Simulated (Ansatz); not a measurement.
**C₃H₁₂AlAs: one species, many methods**

The task here is to estimate one member of a computed series from the others.

Method: functionals in def2-TZVPP, the program's frozen cores in correlated methods; program: Ansatz 0.2.0, Gaussian basis.

The runs, in order: LDA (SPW92), PBE-D4, revPBE-D4, BLYP-D4, r2SCAN-D4, B97M-V, PBE0-D4, B3LYP-D4, r2SCANh-D4, r2SCAN0-D4, HSE06-D4, BHLYP-D4, CAM-B3LYP-D4, LC-ωPBE, ωB97X-V, ωB97M-V, B2PLYP, PBE-QIDH; CCSD(T)/def2-SVP; MP2/def2-TZVPP; MP2/def2-QZVPP; RPA on PBE.

**The relaxed structure**

An earlier PBE0-D4 in a triple-zeta def2 set relaxation fixed the geometry.

SMILES `[CH3][Al-]([CH3])([CH3])[AsH3+]`, 17 atoms, charge 0, spin multiplicity 1.

Atoms are counted from 1 here; the program's logs count them from 0.

Bond lengths: C1–Al2 1.973 Å, C1–H6 1.097 Å, C1–H7 1.095 Å, C1–H8 1.095 Å, Al2–C3 1.973 Å, Al2–C4 1.973 Å, Al2–As5 2.729 Å, C3–H9 1.097 Å, C3–H10 1.095 Å, C3–H11 1.095 Å, C4–H12 1.095 Å, C4–H13 1.097 Å, C4–H14 1.095 Å, As5–H15 1.511 Å, As5–H16 1.511 Å, As5–H17 1.511 Å. Angles: Al2–C1–H6 109.9°, Al2–C1–H7 112.9°, Al2–C1–H8 112.9°, H6–C1–H7 106.5°, H6–C1–H8 106.5°, H7–C1–H8 107.7°, C1–Al2–C3 118.5°, C1–Al2–C4 118.5°, C1–Al2–As5 97.1°, C3–Al2–C4 118.5°, C3–Al2–As5 97.0°, C4–Al2–As5 97.2°, Al2–C3–H9 109.9°, Al2–C3–H10 112.9°, Al2–C3–H11 112.9°, H9–C3–H10 106.5°, H9–C3–H11 106.5°, H10–C3–H11 107.7° and more.

The first run:

The input, in.yaml:

```yaml
crystal:
  periodic: [false, false, false]
  atoms:
    - {symbol: C, position_ang: [-0.070577, 0.712369, -1.993466]}
    - {symbol: Al, position_ang: [0.399844, -0.234284, -0.327231]}
    - {symbol: C, position_ang: [1.957310, 0.397264, 0.706790]}
    - {symbol: C, position_ang: [-0.172188, -2.111057, -0.116836]}
    - {symbol: As, position_ang: [-1.523499, 0.886625, 1.251857]}
    - {symbol: H, position_ang: [0.605550, 0.405214, -2.800441]}
    - {symbol: H, position_ang: [0.022304, 1.799705, -1.906872]}
    - {symbol: H, position_ang: [-1.086073, 0.490930, -2.337181]}
    - {symbol: H, position_ang: [2.884225, 0.049757, 0.234825]}
    - {symbol: H, position_ang: [1.969755, 0.017657, 1.733517]}
    - {symbol: H, position_ang: [2.022718, 1.489003, 0.754273]}
    - {symbol: H, position_ang: [-0.126859, -2.456564, 0.920942]}
    - {symbol: H, position_ang: [0.488731, -2.769243, -0.693619]}
    - {symbol: H, position_ang: [-1.187722, -2.290935, -0.483939]}
    - {symbol: H, position_ang: [-2.510678, 1.877884, 0.681867]}
    - {symbol: H, position_ang: [-2.545955, 0.025100, 1.954958]}
    - {symbol: H, position_ang: [-1.145987, 1.710073, 2.460754]}
basis:
  gaussian: {orbitals: def2-TZVPP}
hamiltonian: {xc: lda}
output: {orbitals: {seedname: orbitals}}
```

Command:

```sh
$ ansatz run in.yaml --threads 4 --pin off --events-out ev --progress --plain --max-ram 11315MiB
```

Steps of the session up to this table: LDA; PBE-D4 (GGA); revPBE-D4 (GGA); BLYP-D4 (GGA); r2SCAN-D4 (meta-GGA); B97M-V (meta-GGA); PBE0-D4 (hybrid); B3LYP-D4 (hybrid); r2SCANh-D4 (hybrid); r2SCAN0-D4 (hybrid); HSE06-D4 (hybrid); BHLYP-D4 (hybrid); CAM-B3LYP-D4 (range-separated); LC-ωPBE (range-separated); ωB97X-V (range-separated); ωB97M-V (range-separated); B2PLYP (double hybrid); PBE-QIDH (double hybrid).

One of the session's tables, all rows but one given; the rest of the session is left out.

It belongs to the step «Orbital energies across the functionals». 

| functional | HOMO (eV) | gap (eV) |
| --- | --- | --- |
| LDA (SPW92) | -5.96 | 4.82 |
| PBE-D4 | -5.84 | 4.85 |
| revPBE-D4 | -5.79 | 4.87 |
| BLYP-D4 | -5.73 | 4.83 |
| r2SCAN-D4 | -6.09 | 5.32 |
| B97M-V | -6.17 | 5.27 |
| PBE0-D4 | -7.09 | 6.93 |
| B3LYP-D4 | -6.90 | 6.50 |
| r2SCANh-D4 | -6.56 | 6.09 |
| r2SCAN0-D4 | -7.27 | 7.24 |
| HSE06-D4 | -6.69 | 6.15 |
| BHLYP-D4 | ? | ? |
| CAM-B3LYP-D4 | -8.48 | 9.35 |
| LC-ωPBE | -9.84 | 11.87 |
| ωB97X-V | -9.48 | 11.35 |
| ωB97M-V | -9.36 | 11.00 |

**Question.** Estimate the row for BHLYP-D4.

Worked estimate for «HOMO (eV)». Against the share of exact exchange, BLYP-D4 (0, -5.73), B3LYP-D4 (0.2, -6.90) give a slope of -5.85 per unit share; at 0.5 the line stands at -8.65.

**Answer.** HOMO (eV): -8.28; gap (eV): 8.99. In «HOMO (eV)» the line misses by -0.37.
